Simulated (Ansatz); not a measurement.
# Ga2GeO3: the cost of one run

Computed with Ansatz 0.2.0 (DFT PBE, scalar-relativistic, plane waves, PAW, unless a step's input says otherwise).

### Step 1. The structure to begin with

Symmetry: Cmmm, No. 65, orthorhombic system. The conventional cell has a = 4.543 Å, b = 9.612 Å, c = 3.577 Å, α = 90.00°, β = 90.00°, γ = 90.00°. Around Ga (site symmetry m2m) lie 5 O at 1.92 to 2.33 Å. Around Ge (site symmetry mmm) lie 6 O at 2.27 Å. O (site symmetry m2m) is surrounded by 3 Ga at 1.92 to 2.27 Å and 2 Ge at 2.27 Å. Around O (site symmetry mmm) lie 2 Ge at 2.27 Å and 4 Ga at 2.33 Å.

As a file:

```cif
data_structure
_symmetry_space_group_name_H-M 'P 1'
_symmetry_Int_Tables_number 1
_cell_length_a 5.3158
_cell_length_b 5.3158
_cell_length_c 3.5774
_cell_angle_alpha 90.000
_cell_angle_beta 90.000
_cell_angle_gamma 129.403
_cell_volume 78.11
loop_
_atom_site_label
_atom_site_type_symbol
_atom_site_fract_x
_atom_site_fract_y
_atom_site_fract_z
_atom_site_occupancy
Ga1 Ga 0.65497 0.34503 0.50000 1
Ga2 Ga 0.34503 0.65497 0.50000 1
Ge1 Ge 0.00000 0.00000 0.00000 1
O1 O 0.14539 0.85461 0.50000 1
O2 O 0.85461 0.14539 0.50000 1
O3 O 0.50000 0.50000 0.00000 1
```

A structure generator made this guess: species swapped into a database cell of Li2CeO3 (Cmmm, No. 65), with Ga on the Li sites and Ge on the Ce sites. Lengths come from tabulated atomic sizes and are only a guess.

### Step 2. Probe: one point on a coarse mesh

Contents of input.yaml:

```yaml
crystal:
  lattice:
    - [2.27160287, -4.80598426, 0.0]
    - [2.27160287, 4.80598426, 0.0]
    - [0.0, 0.0, 3.577372]
  atoms:
    - { symbol: Ga, position: [0.65497245, 0.34502755, 0.5] }
    - { symbol: Ga, position: [0.34502755, 0.65497245, 0.5] }
    - { symbol: Ge, position: [0.0, 0.0, 0.0] }
    - { symbol: O, position: [0.14538866, 0.85461134, 0.5] }
    - { symbol: O, position: [0.85461134, 0.14538866, 0.5] }
    - { symbol: O, position: [0.5, 0.5, 0.0] }
basis:
  ecutwfc: 420
kpoints:
  mp_grid: { grid: [4, 4, 6] }
hamiltonian:
  xc: pbe
scf:
  occupations: { method: gaussian, width: 0.1 }
  lower_state_search: "off"
output:
  forces: true
  stress: true
  eigenvalues: true
```

Started as:

```bash
$ ansatz run input.yaml --threads 1 --pin off --max-ram 2560MiB --backend cpu --events-out ev --progress --plain --runs-dir out
```

**Question.** How long does this run take on 1 thread of Intel Xeon at 2.50GHz (Skylake/Cascade Lake), shared host, and how much memory does it need?

About 8.8 s, with a peak of 0.4 GiB.
